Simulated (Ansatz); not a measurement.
# C3H5ClSi: ladder of methods at one geometry in Python

How do the methods compare on C3H5ClSi, in result and in cost? The task is a ladder of methods at one geometry, for C3H5ClSi. SMILES: CC1=C(Cl)[SiH2]1.

Computed with the Python package of Ansatz 0.2.0. The levels of theory stand in the script.

## Step 1: The system

Bond lengths: C1–C2 1.438 Å, C2–C3 1.305 Å, C3–Cl4 1.606 Å, C2–Si5 1.766 Å, C3–Si5 1.762 Å, C1–H6 1.026 Å, C1–H7 1.131 Å, C1–H8 1.079 Å, Si5–H9 1.527 Å, Si5–H10 1.500 Å. Angles (14 of 18 angles, heavy atoms first): C1–C2–C3 146.7°, C1–C2–Si5 145.0°, C3–C2–Si5 68.1°, C2–C3–Cl4 140.3°, C2–C3–Si5 68.4°, Cl4–C3–Si5 151.0°, C2–Si5–C3 43.4°, C2–C1–H6 114.5°, C2–C1–H7 107.4°, C2–C1–H8 108.6°, C2–Si5–H9 110.3°, C2–Si5–H10 110.5°, C3–Si5–H9 120.8°, C3–Si5–H10 122.4°.

The script holds or builds the structure itself.

## Step 2: Script

methods.py

```python
"""One geometry of C3H5ClSi, method by method."""

from pathlib import Path
import warnings

import ansatz
import numpy as np

BASIS = "cc-pVDZ"

GEOMETRY = """
C    -0.97270   -0.93320    0.60370
C    -0.07590   -0.07710   -0.12470
C     0.38000    0.28430   -1.29340
Cl    0.21220   -0.07480   -2.85010
Si    1.22230    1.11190    0.01470
H    -0.51300   -1.55850    1.27520
H    -1.67960   -0.26660    1.18280
H    -1.58400   -1.47260   -0.10380
H     0.68410    2.42030    0.58800
H     2.40970    0.51520    0.71060
"""

warnings.simplefilter("ignore", ansatz.DeckWarning)

mol = ansatz.Crystal.molecule()
for line in GEOMETRY.strip().splitlines():
    symbol, *xyz = line.split()
    mol = mol.atom(symbol, [float(v) for v in xyz])

base = mol.calculation().basis(gaussian=BASIS)

print("functional    E (Ha)        dipole (D)   HOMO (eV)  LUMO (eV)")
for name in ["r2scan0", "pbe0", "b3lyp", "hse06", "revpbe"]:
    r = base.functional(name).forces().orbitals().run(runs_dir="runs").report
    lines = Path(r["orbitals_path"]).read_text().splitlines()
    field_of = lambda key: [line.split("=")[1].strip() for line in lines if line.startswith(key)]
    orbitals = [(27.211386 * float(e), s, float(n)) for e, s, n in zip(field_of("Ene="), field_of("Spin="), field_of("Occup="))]
    homo = max(e for e, _, n in orbitals if n > 0.5)
    lumo = min(e for e, _, n in orbitals if n < 0.5)
    dipole = 4.803205 * np.linalg.norm(r["charge_distribution"]["dipole_moment_e_ang"])
    print(f"{name:10s} {r['free_energy_ev'] / 27.211386246:14.6f} {dipole:9.3f} {homo:11.3f} {lumo:10.3f}")
```

## Step 3: What the engine is handed

The package turns the script's settings into the engine's input (first run):

```yaml
crystal:
  periodic: [false, false, false]
  atoms:
    - { symbol: C, position_ang: [-0.9727, -0.9332, 0.6037] }
    - { symbol: C, position_ang: [-0.0759, -0.0771, -0.1247] }
    - { symbol: C, position_ang: [0.38, 0.2843, -1.2934] }
    - { symbol: Cl, position_ang: [0.2122, -0.0748, -2.8501] }
    - { symbol: Si, position_ang: [1.2223, 1.1119, 0.0147] }
    - { symbol: H, position_ang: [-0.513, -1.5585, 1.2752] }
    - { symbol: H, position_ang: [-1.6796, -0.2666, 1.1828] }
    - { symbol: H, position_ang: [-1.584, -1.4726, -0.1038] }
    - { symbol: H, position_ang: [0.6841, 2.4203, 0.588] }
    - { symbol: H, position_ang: [2.4097, 0.5152, 0.7106] }
basis:
  gaussian:
    orbitals: cc-pVDZ
hamiltonian:
  xc: r2scan0
output:
  orbitals: {}
  forces: true
```

## Step 4: Running it

Launch:

```console
$ python methods.py
```

The log of the run:

```text
functional    E (Ha)        dipole (D)   HOMO (eV)  LUMO (eV)
r2scan0       -866.780823     1.299      -7.374     -0.151
pbe0          -866.512262     1.252      -7.212     -0.228
b3lyp         -866.954260     1.173      -6.937     -0.426
hse06         -866.491298     1.252      -6.817     -0.607
revpbe        -866.747677     1.202      -6.026     -0.994
```

It took 26 s on 1 thread of Arm Neoverse V2, shared host; peak memory 0.31 GiB.

## Step 5: What changed from run to run

The engine's inputs for some of the other runs:

Run 2, against run 1:

```diff
@@ -18 +18 @@
-  xc: r2scan0
+  xc: pbe0
```

Run 3, against run 1:

```diff
@@ -18 +18 @@
-  xc: r2scan0
+  xc: b3lyp
```

Run 4, against run 1:

```diff
@@ -18 +18 @@
-  xc: r2scan0
+  xc: hse06
```

Lines on the test bed's own set-up are left out of the output.

## Step 6: What each run gave

One row for each of the 5 runs:

```csv
run,functional,energy (eV),SCF cycles,CPU time (s)
1,r2scan0,-23586.3078,18,7.9
2,pbe0,-23578.9998,18,4.5
3,b3lyp,-23591.0272,18,4.6
4,hse06,-23578.4294,18,4.9
5,revpbe,-23585.4058,18,3.4
```

Totals under unlike functionals or potentials can't be compared directly.

The fields below are those of run 1.

## Step 7: Pictures from the orbitals

Orbitals, density, ELF and potential are computed afterwards from the orbital file.

Frontier orbitals at r2SCAN0/cc-pVDZ, with the share of their density that lies nearest to each atom:

```csv
orbital,energy (eV),lies on
HOMO,-7.37,C2 27 %; Cl4 24 %; C3 21 %
LUMO,-0.15,"Si5 36 %; H9, H10 about 17 % each; C3 15 %"
```

ELF in a plane through or near 6 of the atoms.

Ten even steps from ' ' (0.00) to '@' (1.00):
```
                                                        
                                                        
                                                        
                                                        
                                                        
                                                        
              ......  ....                              
          ..::----::--==++==..  ..--====::              
        ..--==  --++..==%%%%**====++++**++..            
        ..--==..**%%==::%%++==%%##--==--**==::          
      ..::++**==..::::==**--##**%%****@@@@@@##::        
        ::++##%%@@@@##----%%%%++----@@@@@@@@@@**..      
          ....--++**++==::++==..    **@@@@@@%%::        
                ::==##%%##**--..        ::::..          
            ::**%%%%--**++**%%**==..                    
          ..--##%%@@==--..%%@@##++::                    
            ::++##########%%%%**--..                    
              ..::::--------::..                        
                                                        
                                                        
```
The map spans 9.4 Å across and 10.7 Å up, centred on the molecule. Atoms in the plane (x, y in Å): C1 (1.5, 0.3), C2 (0.1, -0.1), C3 (-0.8, -1.1), Cl4 (-0.8, -2.8), Si5 (-1.6, 0.4), H8 (2.1, -0.6).

On the surface of density 0.002 e/bohr³ the electrostatic potential runs, from the 1st to the 99th percentile, from -0.42 V near Cl4 to 1.07 V near Si5.

## Step 8: What came out

```
                                         quantity    value
                                    runs compared        5
HOMO-LUMO gap of the mean field (r2SCAN0/cc-pVDZ)  7.22 eV
```

In words: All 5 runs converged. Notes:
- The geometry is a force-field or estimated start, not a minimum of this method, and the basis set is short of its limit. A lower total doesn't mark the better method: functionals have no common bound, and MP2 and coupled cluster aren't variational.
- b3lyp holds the VWN-RPA fit, as in Gaussian; the form of ORCA and Turbomole is b3lyp5.
- Levels such as HOMO and LUMO are orbital energies: with these approximate functionals they aren't the ionisation energy and electron affinity, and their gap isn't the fundamental gap.
- For Al to Cl the sets with a tight d function, cc-pV(X+d)Z, are usual.
- hse06 follows the composition of plane-wave codes, whose totals differ by tens of mHa, up to about 0.1 Ha, from the form usual in Gaussian-basis programs (wpbeh).
